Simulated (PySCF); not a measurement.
**CH5Cl2Ga2N: electronic excitations at several levels of theory**

Aim: compute the electronic excitations of CH5Cl2Ga2N (`C=[N][GaH-]1[Cl+][GaH2-][Cl+]1`) at several levels, and see how far they spread and what each costs.

Programs: PySCF 2.14.0, with density-fitted response routines of our own. Each step states its level of theory. These are calculated values for one molecule in the gas phase, unless marked as measured. Atoms count from 0, in the outputs and in this text.

## 1. The molecule as given

11 atoms, charge 0, multiplicity 1; geometry from: GFN2-xTB.

Bonds of the start (Å): C0–N1 1.26, N1–Ga2 1.85, Ga2–Cl3 2.29, Cl3–Ga4 2.27, Ga4–Cl5 2.27, Cl5–Ga2 2.29, C0–H6 1.09, C0–H7 1.09, Ga2–H8 1.55, Ga4–H9 1.55, Ga4–H10 1.55.

## 2. Relaxing the molecule at PBE0-D3(BJ)/def2-SVP

What the job is given:

```
{"job": {"xc": "PBE0", "basis": "def2-SVP", "d3": "d3bj", "grid": 1, "kind": "geom"}, "charge": 0, "multiplicity": 1}
C      2.800957    -0.417380     0.067337
N      1.558350    -0.271527    -0.032702
Ga     0.236640     1.021956     0.018308
Cl    -1.303253     0.074383     1.430395
Ga    -2.597378    -0.542277    -0.324287
Cl    -1.096814     0.398684    -1.738285
H      3.227656    -1.420129    -0.015013
H      3.524489     0.387445     0.233020
H      0.146151     2.561061     0.179322
H     -2.586497    -2.081240    -0.484746
H     -3.904877     0.291695    -0.319390
```

Standard output:

```text
step   0  E = -4864.30503386  max force = 0.024829
step   1  E = -4864.31378354  max force = 0.005375
step   2  E = -4864.31450537  max force = 0.007242
step   3  E = -4864.31493595  max force = 0.003979
step   4  E = -4864.31519480  max force = 0.002731
step   5  E = -4864.31530136  max force = 0.001175
step   6  E = -4864.31531016  max force = 0.001192
step   7  E = -4864.31536191  max force = 0.000986
step   8  E = -4864.31536647  max force = 0.000546
step   9  E = -4864.31535429  max force = 0.000515
step  10  E = -4864.31534432  max force = 0.000571
step  11  E = -4864.31534158  max force = 0.000408
step  12  E = -4864.31533901  max force = 0.000390
optimisation converged
```

It took 3.2 min on 1 thread, shared host.

Step by step:

| step | energy from step 0 (eV) | largest force component (eV/Å) |
| --- | --- | --- |
| 0 | 0.0000 | 1.2768 |
| 1 | -0.2381 | 0.2764 |
| 2 | -0.2577 | 0.3724 |
| 3 | -0.2694 | 0.2046 |
| 4 | -0.2765 | 0.1404 |
| 5 | -0.2794 | 0.0604 |
| 6 | -0.2796 | 0.0613 |
| 7 | -0.2810 | 0.0507 |
| 8 | -0.2812 | 0.0281 |
| 9 | -0.2808 | 0.0265 |
| 10 | -0.2806 | 0.0294 |
| 11 | -0.2805 | 0.0210 |
| 12 | -0.2804 | 0.0201 |

Close pairs (by a distance rule), those that changed most:

| bond | before (Å) | after (Å) | change (Å) |
| --- | --- | --- | --- |
| Cl3–Ga4 | 2.266 | 2.383 | +0.117 |
| Ga4–Cl5 | 2.266 | 2.381 | +0.115 |
| Ga2–Cl5 | 2.292 | 2.354 | +0.062 |
| Ga2–Cl3 | 2.294 | 2.348 | +0.054 |
| C0–H7 | 1.095 | 1.113 | +0.019 |
| C0–H6 | 1.093 | 1.109 | +0.016 |
| N1–Ga2 | 1.850 | 1.865 | +0.015 |
| C0–N1 | 1.255 | 1.263 | +0.008 |

The end geometry stands in the next job.

| at the end point | value |
| --- | --- |
| point group (found at 0.08 Å tolerance) | C1 |
| rotational constants (GHz, main isotopes) | 1.905, 0.695, 0.593 |
| dipole moment (D) | 1.08 |

## 3. Ultraviolet spectrum: CAM-B3LYP/def2-SVPD

What the job is given:

```
{"job": {"kind": "uv", "xc": "CAM-B3LYP", "basis": "def2-SVPD", "ip": true}, "charge": 0, "multiplicity": 1}
C      2.773162    -0.355855     0.063870
N      1.536044    -0.557428    -0.091798
Ga     0.297663     0.837014    -0.057264
Cl    -1.297441     0.102685     1.501630
Ga    -2.747981    -0.542056    -0.276105
Cl    -1.163775     0.322276    -1.829520
H      3.482323    -1.208160     0.039851
H      3.258275     0.631717     0.234786
H      0.448083     2.381951     0.061084
H     -2.665647    -2.088140    -0.382431
H     -3.918310     0.480413    -0.250828
```

Method: TDDFT CAM-B3LYP/def2-SVPD, vertical, gas phase, core orbitals frozen in the response.

Standard output:

```text
coarse grid: 50128 points
cycle   1  E = -4865.3395157858  dE = -6.636e-01  |g| = 8.280e-01  |ddm| = 4.325e+00
cycle   2  E = -4865.2832503206  dE =  5.627e-02  |g| = 1.054e+00  |ddm| = 2.362e+00
cycle   3  E = -4865.4518700911  dE = -1.686e-01  |g| = 1.107e-01  |ddm| = 1.343e+00
cycle   4  E = -4865.4542352155  dE = -2.365e-03  |g| = 4.978e-02  |ddm| = 1.733e-01
cycle   5  E = -4865.4547316646  dE = -4.964e-04  |g| = 7.923e-03  |ddm| = 6.640e-02
cycle   6  E = -4865.4547505599  dE = -1.890e-05  |g| = 2.224e-03  |ddm| = 1.484e-02
cycle   7  E = -4865.4547520371  dE = -1.477e-06  |g| = 5.574e-04  |ddm| = 4.492e-03
final grid: 99136 points
cycle   8  E = -4865.4546047844  dE = -8.225e-08  |g| = 6.168e-04  |ddm| = 4.142e-03
cycle   9  E = -4865.4546047418  dE =  4.262e-08  |g| = 8.275e-04  |ddm| = 1.519e-03
cycle  10  E = -4865.4546048483  dE = -1.065e-07  |g| = 7.526e-05  |ddm| = 1.019e-03
cycle  11  E = -4865.4546048496  dE = -1.323e-09  |g| = 3.492e-05  |ddm| = 1.037e-04
cycle  12  E = -4865.4546048499  dE = -3.147e-10  |g| = 8.538e-06  |ddm| = 7.767e-05
converged SCF energy = -4865.4546048499

Static polarisability (au): isotropic 104.695, principal 90.058 94.659 129.367

Singlet excitations
state   eV       nm        f      main configurations
  1   3.8568    321.5   0.00022   H->L 0.49, H->L+2 0.48
  2   5.7128    217.0   0.00127   H->L 0.39, H->L+2 0.33, H->L+6 0.21
  3   5.9195    209.5   0.01299   H->L+1 0.58, H->L+4 0.30
  4   6.2438    198.6   0.09773   H->L+5 0.46, H->L+3 0.34, H->L+7 0.11
  5   6.6765    185.7   0.00007   H-1->L 0.79, H-1->L+2 0.12
  6   6.7543    183.6   0.01232   H->L+3 0.31, H->L+4 0.31, H->L+1 0.26
  7   7.0945    174.8   0.10743   H->L+5 0.26, H->L+3 0.23, H->L+4 0.23
  8   7.1827    172.6   0.01106   H-1->L+1 0.77
  9   7.2553    170.9   0.00086   H->L+6 0.68, H->L+2 0.14, H->L 0.09
 10   7.4377    166.7   0.00201   H-2->L 0.79

Triplet excitations (Tamm-Dancoff, eV): 3.2845 5.0375 5.5223 5.5397
Vertical ionisation energy (delta-SCF) = 8.9604 eV
Vertical electron affinity (delta-SCF) = -0.3872 eV
```

Run time: 2.4 min. Hardware: 1 thread, shared host.

The orbitals next to the gap, with their largest atomic shares:

| orbital | eV | atoms |
| --- | --- | --- |
| HOMO−3 | -10.85 | N1 26 %, Cl5 23 %, Cl3 21 % |
| HOMO−2 | -10.77 | Cl3 23 %, Cl5 18 %, Ga2 14 % |
| HOMO−1 | -10.05 | Ga4 26 %, H9 20 %, H10 17 % |
| HOMO | -8.24 | N1 57 %, C0 17 %, Ga2 9 % |
| LUMO | -0.23 | Ga4 20 %, Ga2 17 %, C0 15 % |
| LUMO+1 | 0.29 | Ga4 32 %, Cl3 15 %, Cl5 15 % |
| LUMO+2 | 0.59 | C0 25 %, N1 25 %, Ga4 16 % |

With each of the 10 states as a Gaussian band of 0.4 eV half-width at 1/e, the curve within the window shown has maxima at 198 nm (ε 4,400), 175 nm (ε 5,100) L/(mol cm). Beyond the last state computed it falls off for lack of states. The curve at chosen wavelengths:

| nm | ε (L/mol/cm) |
| --- | --- |
| 160 | 449 |
| 169 | 3680 |
| 178 | 4779 |
| 186 | 3253 |
| 195 | 4178 |
| 204 | 3794 |
| 213 | 1792 |
| 222 | 551 |
| 230 | 154 |
| 239 | 30 |
| 248 | 5 |
| 257 | 1 |
| 266 | 0 |
| 274 | 1 |
| 283 | 2 |
| 292 | 4 |
| 301 | 6 |
| 310 | 8 |
| 318 | 9 |
| 327 | 9 |
| 336 | 7 |
| 345 | 6 |
| 354 | 4 |
| 362 | 3 |
| 371 | 2 |
| 380 | 1 |

Ground-state properties from the same run:

| property | computed |
| --- | --- |
| dipole moment (D) | 1.11 |
| polarisability (Å³) | 15.51 |
| HOMO–LUMO gap (eV) | 8.01 |
| −ε(HOMO) (eV) | 8.24 |

## 4. TDDFT and polarisability: wB97X-D/def2-SVPD

Same as in step 3 but for these lines:

```diff
@@ -1,2 +1,2 @@
-{"job": {"kind": "uv", "xc": "CAM-B3LYP", "basis": "def2-SVPD", "ip": true}, "charge": 0, "multiplicity": 1}
+{"job": {"kind": "uv", "xc": "wB97X-D", "basis": "def2-SVPD", "ip": true}, "charge": 0, "multiplicity": 1}
 C      2.773162    -0.355855     0.063870
```

Method: TDDFT wB97X-D/def2-SVPD, vertical, gas phase, core orbitals frozen in the response.

Standard output:

```text
coarse grid: 50128 points
cycle   1  E = -4865.2111664133  dE = -6.812e-01  |g| = 7.905e-01  |ddm| = 4.221e+00
cycle   2  E = -4865.1892349108  dE =  2.193e-02  |g| = 9.433e-01  |ddm| = 2.148e+00
cycle   3  E = -4865.3269174512  dE = -1.377e-01  |g| = 8.227e-02  |ddm| = 1.143e+00
cycle   4  E = -4865.3283030579  dE = -1.386e-03  |g| = 4.952e-02  |ddm| = 1.582e-01
cycle   5  E = -4865.3288131334  dE = -5.101e-04  |g| = 9.497e-03  |ddm| = 6.863e-02
cycle   6  E = -4865.3288414396  dE = -2.831e-05  |g| = 2.564e-03  |ddm| = 1.852e-02
cycle   7  E = -4865.3288439570  dE = -2.517e-06  |g| = 5.298e-04  |ddm| = 7.028e-03
final grid: 99136 points
cycle   8  E = -4865.3288350747  dE = -2.209e-06  |g| = 1.207e-03  |ddm| = 8.868e-03
cycle   9  E = -4865.3288352207  dE = -1.460e-07  |g| = 1.000e-03  |ddm| = 3.076e-03
cycle  10  E = -4865.3288354324  dE = -2.117e-07  |g| = 2.372e-04  |ddm| = 1.379e-03
cycle  11  E = -4865.3288354452  dE = -1.286e-08  |g| = 7.364e-05  |ddm| = 3.199e-04
cycle  12  E = -4865.3288354472  dE = -1.937e-09  |g| = 2.146e-05  |ddm| = 1.725e-04
cycle  13  E = -4865.3288354473  dE = -1.182e-10  |g| = 7.754e-06  |ddm| = 3.633e-05
converged SCF energy = -4865.3288354473

Static polarisability (au): isotropic 104.247, principal 89.801 94.133 128.805

Singlet excitations
state   eV       nm        f      main configurations
  1   3.8980    318.1   0.00022   H->L 0.56, H->L+2 0.42
  2   5.8545    211.8   0.00151   H->L+2 0.34, H->L 0.32, H->L+6 0.25
  3   6.0384    205.3   0.01318   H->L+1 0.53, H->L+4 0.31
  4   6.3253    196.0   0.10645   H->L+5 0.40, H->L+3 0.39, H->L+7 0.13
  5   6.7579    183.5   0.00007   H-1->L 0.72, H-1->L+2 0.18
  6   6.9356    178.8   0.01357   H->L+1 0.27, H->L+3 0.27, H->L+4 0.21
  7   7.2518    171.0   0.05100   H-1->L+1 0.75
  8   7.3524    168.6   0.07123   H->L+4 0.30, H->L+5 0.17, H->L+9 0.17
  9   7.4839    165.7   0.00118   H-2->L 0.52, H->L+6 0.21, H->L+2 0.09
 10   7.5641    163.9   0.00162   H->L+6 0.44, H-2->L 0.29, H->L+2 0.10

Triplet excitations (Tamm-Dancoff, eV): 3.3760 5.1836 5.6615 5.6898
Vertical ionisation energy (delta-SCF) = 8.9264 eV
```

Wall time 94 s (1 thread, shared host).

This run: HOMO -8.74 eV, LUMO 0.52 eV; lowest singlet 3.90 eV.

## 5. Ultraviolet spectrum: LC-wPBE/def2-SVPD

Same as in step 4 but for these lines:

```diff
@@ -1,2 +1,2 @@
-{"job": {"kind": "uv", "xc": "wB97X-D", "basis": "def2-SVPD", "ip": true}, "charge": 0, "multiplicity": 1}
+{"job": {"kind": "uv", "xc": "LC-wPBE", "basis": "def2-SVPD", "ip": true}, "charge": 0, "multiplicity": 1}
 C      2.773162    -0.355855     0.063870
```

With the program's defaults for keys left out, this is: TDDFT LC-wPBE/def2-SVPD, vertical, gas phase, core orbitals frozen in the response.

Standard output:

```text
coarse grid: 50128 points
cycle   1  E = -4864.2973252767  dE = -6.851e-01  |g| = 8.670e-01  |ddm| = 4.193e+00
cycle   2  E = -4864.3050696950  dE = -7.744e-03  |g| = 9.503e-01  |ddm| = 2.097e+00
cycle   3  E = -4864.4275879280  dE = -1.225e-01  |g| = 6.435e-02  |ddm| = 1.087e+00
cycle   4  E = -4864.4286976033  dE = -1.110e-03  |g| = 4.476e-02  |ddm| = 1.521e-01
cycle   5  E = -4864.4291456332  dE = -4.480e-04  |g| = 1.154e-02  |ddm| = 7.271e-02
cycle   6  E = -4864.4291875863  dE = -4.195e-05  |g| = 3.011e-03  |ddm| = 2.083e-02
cycle   7  E = -4864.4291912010  dE = -3.615e-06  |g| = 6.703e-04  |ddm| = 8.004e-03
final grid: 99136 points
cycle   8  E = -4864.4290315231  dE = -3.923e-07  |g| = 6.538e-04  |ddm| = 5.900e-03
cycle   9  E = -4864.4290315506  dE = -2.744e-08  |g| = 7.767e-04  |ddm| = 2.257e-03
cycle  10  E = -4864.4290316552  dE = -1.047e-07  |g| = 7.492e-05  |ddm| = 8.736e-04
cycle  11  E = -4864.4290316606  dE = -5.313e-09  |g| = 5.434e-05  |ddm| = 3.089e-04
cycle  12  E = -4864.4290316616  dE = -1.061e-09  |g| = 1.359e-05  |ddm| = 1.318e-04
cycle  13  E = -4864.4290316617  dE = -4.184e-11  |g| = 3.540e-06  |ddm| = 1.912e-05
converged SCF energy = -4864.4290316617

Static polarisability (au): isotropic 101.441, principal 88.068 91.196 125.061

Singlet excitations
state   eV       nm        f      main configurations
  1   3.8923    318.5   0.00024   H->L+3 0.58, H->L 0.38
  2   6.4014    193.7   0.00290   H->L 0.38, H->L+6 0.30, H->L+3 0.17
  3   6.5373    189.7   0.03050   H->L+1 0.32, H->L+4 0.24, H->L+2 0.18
  4   6.8894    180.0   0.10224   H->L+5 0.48, H->L+7 0.15, H->L+1 0.11
  5   7.1302    173.9   0.00003   H-1->L 0.69, H-1->L+3 0.13
  6   7.5815    163.5   0.02415   H-1->L+1 0.58, H-1->L+4 0.11, H-1->L+8 0.10
  7   7.7913    159.1   0.14533   H->L+2 0.30, H->L+4 0.25, H->L+9 0.17
  8   7.9598    155.8   0.05433   H-2->L 0.27, H->L+1 0.14, H->L+4 0.13
  9   7.9686    155.6   0.01015   H-2->L 0.50
 10   8.1649    151.9   0.25306   H-3->L 0.51, H-3->L+3 0.09

Triplet excitations (Tamm-Dancoff, eV): 3.2599 4.9484 6.0141 6.1482
Vertical ionisation energy (delta-SCF) = 9.0163 eV
```

Run time: 1.9 min. Hardware: 1 thread, shared host.

This run: HOMO -9.55 eV, LUMO 0.91 eV; lowest singlet 3.89 eV.

## 6. Ultraviolet spectrum: PBE0/6-31G*

Same as in step 5 but for these lines:

```diff
@@ -1,2 +1,2 @@
-{"job": {"kind": "uv", "xc": "LC-wPBE", "basis": "def2-SVPD", "ip": true}, "charge": 0, "multiplicity": 1}
+{"job": {"kind": "uv", "xc": "PBE0", "basis": "6-31G*"}, "charge": 0, "multiplicity": 1}
 C      2.773162    -0.355855     0.063870
```

Method: TDDFT PBE0/6-31G*, vertical, gas phase, core orbitals frozen in the response.

Standard output:

```text
coarse grid: 50128 points
cycle   1  E = -4864.4479133154  dE = -5.960e-01  |g| = 7.838e-01  |ddm| = 3.398e+00
cycle   2  E = -4864.3204959163  dE =  1.274e-01  |g| = 1.169e+00  |ddm| = 1.762e+00
cycle   3  E = -4864.5406092626  dE = -2.201e-01  |g| = 1.775e-01  |ddm| = 1.136e+00
cycle   4  E = -4864.5473574516  dE = -6.748e-03  |g| = 3.610e-02  |ddm| = 1.715e-01
cycle   5  E = -4864.5476145088  dE = -2.571e-04  |g| = 7.264e-03  |ddm| = 3.613e-02
cycle   6  E = -4864.5476286476  dE = -1.414e-05  |g| = 2.200e-03  |ddm| = 1.093e-02
cycle   7  E = -4864.5476295781  dE = -9.305e-07  |g| = 5.016e-04  |ddm| = 2.242e-03
final grid: 99136 points
cycle   8  E = -4864.5475222876  dE = -6.276e-11  |g| = 6.851e-04  |ddm| = 1.289e-03
cycle   9  E = -4864.5475221751  dE =  1.125e-07  |g| = 1.046e-03  |ddm| = 1.379e-03
cycle  10  E = -4864.5475223548  dE = -1.797e-07  |g| = 1.661e-04  |ddm| = 9.161e-04
cycle  11  E = -4864.5475223608  dE = -6.026e-09  |g| = 1.735e-05  |ddm| = 1.380e-04
cycle  12  E = -4864.5475223609  dE = -5.275e-11  |g| = 2.802e-06  |ddm| = 1.531e-05
converged SCF energy = -4864.5475223609

Static polarisability (au): isotropic 89.788, principal 73.262 78.713 117.390

Singlet excitations
state   eV       nm        f      main configurations
  1   3.9510    313.8   0.00031   H->L 0.74, H->L+2 0.24
  2   5.2494    236.2   0.00030   H->L+2 0.62, H->L 0.25
  3   5.4876    225.9   0.00535   H->L+1 0.81, H->L+3 0.12
  4   5.9328    209.0   0.03133   H->L+3 0.83, H->L+1 0.10
  5   6.1605    201.3   0.08958   H->L+4 0.88
  6   6.4457    192.4   0.00012   H-1->L 0.93
  7   6.5673    188.8   0.00042   H->L+5 0.90, H->L+2 0.08
  8   7.0837    175.0   0.01282   H-1->L+1 0.94
  9   7.1260    174.0   0.00120   H-3->L 0.84, H-2->L 0.10
 10   7.2531    170.9   0.06542   H-2->L 0.54, H-4->L 0.28, H-3->L 0.08

Triplet excitations (Tamm-Dancoff, eV): 3.3919 5.0362 5.0442 5.2086
```

Wall time 23 s (1 thread, shared host).

Key values: HOMO -6.75 eV, LUMO -1.07 eV; lowest singlet 3.95 eV.

## 7. Excited states and response: PBE0/def2-SVP

Same as in step 6 but for these lines:

```diff
@@ -1,2 +1,2 @@
-{"job": {"kind": "uv", "xc": "PBE0", "basis": "6-31G*"}, "charge": 0, "multiplicity": 1}
+{"job": {"kind": "uv", "xc": "PBE0", "basis": "def2-SVP"}, "charge": 0, "multiplicity": 1}
 C      2.773162    -0.355855     0.063870
```

Level: TDDFT PBE0/def2-SVP, vertical, gas phase, core orbitals frozen in the response.

Standard output:

```text
coarse grid: 50128 points
cycle   1  E = -4864.2072762463  dE = -6.736e-01  |g| = 7.628e-01  |ddm| = 3.448e+00
cycle   2  E = -4864.0827639778  dE =  1.245e-01  |g| = 1.121e+00  |ddm| = 1.638e+00
cycle   3  E = -4864.2967081845  dE = -2.139e-01  |g| = 1.848e-01  |ddm| = 1.089e+00
cycle   4  E = -4864.3040831453  dE = -7.375e-03  |g| = 3.496e-02  |ddm| = 1.740e-01
cycle   5  E = -4864.3043209641  dE = -2.378e-04  |g| = 6.753e-03  |ddm| = 3.282e-02
cycle   6  E = -4864.3043315262  dE = -1.056e-05  |g| = 2.366e-03  |ddm| = 9.679e-03
cycle   7  E = -4864.3043326531  dE = -1.127e-06  |g| = 4.392e-04  |ddm| = 2.347e-03
final grid: 99136 points
cycle   8  E = -4864.3042147257  dE = -1.586e-08  |g| = 5.753e-04  |ddm| = 1.238e-03
cycle   9  E = -4864.3042146261  dE =  9.964e-08  |g| = 9.202e-04  |ddm| = 1.123e-03
cycle  10  E = -4864.3042147755  dE = -1.494e-07  |g| = 1.431e-04  |ddm| = 7.780e-04
cycle  11  E = -4864.3042147798  dE = -4.309e-09  |g| = 1.366e-05  |ddm| = 1.170e-04
cycle  12  E = -4864.3042147798  dE = -3.365e-11  |g| = 2.826e-06  |ddm| = 1.388e-05
converged SCF energy = -4864.3042147798

Static polarisability (au): isotropic 88.691, principal 68.837 79.192 118.045

Singlet excitations
state   eV       nm        f      main configurations
  1   3.8515    321.9   0.00037   H->L 0.81, H->L+1 0.18
  2   5.3158    233.2   0.00015   H->L+1 0.74, H->L 0.19
  3   5.6909    217.9   0.00484   H->L+2 0.86, H->L+3 0.09
  4   6.1118    202.9   0.06077   H->L+3 0.84
  5   6.3133    196.4   0.07026   H->L+4 0.81
  6   6.4286    192.9   0.00017   H-1->L 0.92
  7   6.7806    182.9   0.00008   H->L+6 0.89
  8   7.0986    174.7   0.00107   H-2->L 0.67, H-3->L 0.25
  9   7.2227    171.7   0.00447   H->L+5 0.61, H-1->L+2 0.28
 10   7.2376    171.3   0.01869   H-1->L+2 0.54, H->L+5 0.30

Triplet excitations (Tamm-Dancoff, eV): 3.2571 5.0299 5.1127 5.3229
```

Run time: 25 s. Hardware: 1 thread, shared host.

Key values: HOMO -6.73 eV, LUMO -1.07 eV; lowest singlet 3.85 eV.

## 8. Ultraviolet spectrum: PBE0/def2-TZVP

Same as in step 7 but for these lines:

```diff
@@ -1,2 +1,2 @@
-{"job": {"kind": "uv", "xc": "PBE0", "basis": "def2-SVP"}, "charge": 0, "multiplicity": 1}
+{"job": {"kind": "uv", "xc": "PBE0", "basis": "def2-TZVP"}, "charge": 0, "multiplicity": 1}
 C      2.773162    -0.355855     0.063870
```

Method: TDDFT PBE0/def2-TZVP, vertical, gas phase, core orbitals frozen in the response.

Standard output:

```text
coarse grid: 50128 points
cycle   1  E = -4865.0809204902  dE = -5.899e-01  |g| = 1.105e+00  |ddm| = 2.637e+00
cycle   2  E = -4864.9010665091  dE =  1.799e-01  |g| = 1.611e+00  |ddm| = 1.517e+00
cycle   3  E = -4865.2077319430  dE = -3.067e-01  |g| = 2.106e-01  |ddm| = 1.020e+00
cycle   4  E = -4865.2160761524  dE = -8.344e-03  |g| = 6.413e-02  |ddm| = 1.649e-01
cycle   5  E = -4865.2169004533  dE = -8.243e-04  |g| = 1.031e-02  |ddm| = 4.619e-02
cycle   6  E = -4865.2169248194  dE = -2.437e-05  |g| = 3.723e-03  |ddm| = 1.048e-02
cycle   7  E = -4865.2169275046  dE = -2.685e-06  |g| = 8.897e-04  |ddm| = 2.712e-03
final grid: 99136 points
cycle   8  E = -4865.2167767741  dE = -8.005e-08  |g| = 1.159e-03  |ddm| = 2.747e-03
cycle   9  E = -4865.2167766542  dE =  1.199e-07  |g| = 1.619e-03  |ddm| = 1.350e-03
cycle  10  E = -4865.2167769125  dE = -2.583e-07  |g| = 1.256e-04  |ddm| = 8.025e-04
cycle  11  E = -4865.2167769156  dE = -3.125e-09  |g| = 3.888e-05  |ddm| = 9.116e-05
cycle  12  E = -4865.2167769159  dE = -3.010e-10  |g| = 5.955e-06  |ddm| = 2.853e-05
converged SCF energy = -4865.2167769159

Static polarisability (au): isotropic 100.726, principal 83.924 89.894 128.359

Singlet excitations
state   eV       nm        f      main configurations
  1   3.8330    323.5   0.00015   H->L 0.80, H->L+1 0.17
  2   5.2486    236.2   0.00015   H->L+1 0.71, H->L 0.19
  3   5.5416    223.7   0.00684   H->L+2 0.86
  4   6.0278    205.7   0.07757   H->L+3 0.88
  5   6.2301    199.0   0.06868   H->L+4 0.81, H->L+6 0.09
  6   6.4028    193.6   0.00023   H-1->L 0.89, H-1->L+1 0.08
  7   6.6248    187.2   0.00012   H->L+5 0.91
  8   7.0303    176.4   0.00049   H-2->L 0.52, H->L+6 0.29
  9   7.0320    176.3   0.00087   H->L+6 0.55, H-2->L 0.29
 10   7.0773    175.2   0.01146   H-1->L+2 0.80, H-1->L+1 0.12

Triplet excitations (Tamm-Dancoff, eV): 3.2538 4.9963 5.0720 5.2297
```

Run time: 64 s. Hardware: 1 thread, shared host.

This run: HOMO -6.81 eV, LUMO -1.14 eV; lowest singlet 3.83 eV.

## 9. Run by run: electronic excitations

Excitations and ground-state properties, with basis size and wall time:

| run | lowest singlet (eV) | brightest (eV) | f | gap (eV) | α (Å³) | μ (D) | functions | time |
| --- | --- | --- | --- | --- | --- | --- | --- | --- |
| CAM-B3LYP/def2-SVPD | 3.86 | 7.09 | 0.107 | 8.01 | 15.51 | 1.11 | 210 | 2.4 min |
| wB97X-D/def2-SVPD | 3.90 | 6.33 | 0.106 | 9.25 | 15.45 | 1.12 | 210 | 94 s |
| LC-wPBE/def2-SVPD | 3.89 | 8.16 | 0.253 | 10.46 | 15.03 | 1.14 | 210 | 1.9 min |
| PBE0/6-31G* | 3.95 | 6.16 | 0.090 | 5.68 | 13.31 | 1.10 | 138 | 23 s |
| PBE0/def2-SVP | 3.85 | 6.31 | 0.070 | 5.66 | 13.14 | 1.08 | 153 | 25 s |
| PBE0/def2-TZVP | 3.83 | 6.03 | 0.078 | 5.67 | 14.93 | 1.03 | 262 | 64 s |

## 10. Summary of results

| quantity | value |
| --- | --- |
| point group | C1 |
| rotational constants (main isotopes) | 1.91, 0.70, 0.59 GHz |
| lowest singlet (CAM-B3LYP/def2-SVPD) | 3.86 eV (321 nm), f = 0.000 |
| brightest single state of those computed | state 7, 7.09 eV, f = 0.107 |
| lowest triplet | 3.28 eV |
| vertical ionisation energy (ΔSCF) | 8.96 eV |
| vertical electron affinity (ΔSCF) | -0.39 eV (unbound: the value hangs on the basis) |
| range of the lowest singlet | 3.83 to 3.95 eV |

Single values in the summary come from the first run of each kind that ended normally (CAM-B3LYP/def2-SVPD), which need not be the best level. Relaxing lowered the energy by 0.280 eV in 12 steps; the close pair that moved most is Cl3–Ga4, from 2.266 to 2.383 Å. No frequency check was run at this level, so the end point may be a saddle. The first singlet state (HOMO→LUMO 0.49, HOMO→LUMO+2 0.48) lies at 3.86 eV and is dark; of the 10 states computed, the strongest absorption comes from state 7 at 7.09 eV. The lowest triplet lies 0.57 eV below the lowest singlet (triplets in Tamm-Dancoff, singlets in full TDDFT). ΔSCF puts the ionisation energy at 8.96 eV, 0.72 eV above −ε(HOMO). The lowest singlet runs from 3.83 eV (PBE0/def2-TZVP) to 3.95 eV (PBE0/6-31G*), while the orbital gap spans 5.66 to 10.46 eV. The lowest state need not be the same one in every run. The runs solved for a few states only, so the brightest column depends on that window.
